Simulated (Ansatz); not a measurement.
Runs of Ansatz 0.2.0 on AlCo4. Symmetry: R-3m, No. 166, trigonal system. The conventional cell has a = 2.579 Å, b = 2.579 Å, c = 29.923 Å, α = 90.00°, β = 90.00°, γ = 120.00°. Around Co (site symmetry 3m) lie 9 Co at 2.45 to 2.58 Å and 3 Al at 2.52 Å. Co (site symmetry 3m) has 12 Co at 2.45 to 2.58 Å as nearest neighbours. Around Al (site symmetry -3m) lie 6 Co at 2.52 Å and 6 Al at 2.58 Å. The cell comes from a database or a generator and needn't be the stable form of this composition.

```csv
spin,fixed moment (μB),pressure (GPa),moment (μB),largest force (eV/Å)
"collinear, ferromagnetic start",10.0,9.3,10.00,0.61
"collinear, program default start",0.0,-16.1,0.00,0.22
"collinear, ferromagnetic start",4.0,-11.6,4.00,0.25
"collinear, ferromagnetic start",12.0,22.6,12.00,0.80
"collinear, ferromagnetic start",2.0,-11.1,2.00,0.51
"collinear, ferromagnetic start",16.0,61.3,16.00,1.18
"collinear, ferromagnetic start",6.0,-7.6,6.00,(b)
"collinear, ferromagnetic start",8.0,(a),8.00,0.43
```

Alike in all rows: task single point; level PBEsol; potentials or basis Ansatz PAW; cell as given; k mesh 10 × 10 × 10; cutoff (eV) 420; smearing fermi-dirac 0.05 eV.

Fill in the values left out.

(a) -0.6; (b) 0.20.

Caveats: the total moment is fixed, so each spin has its own Fermi level; the PAW data sets come from PBE, with cores solved anew for the run's functional, which leaves a small shift of forces and pressure; the thresholds are loose for stress; the starting moments weren't kept (some runs); a pressure of tens of GPa on the cell as given is suspect, and the run, the potentials or the cell itself is likely at fault (some runs); forces of over 1 eV/Å show positions far from the minimum, so gaps and moduli don't describe the material at rest (some runs).
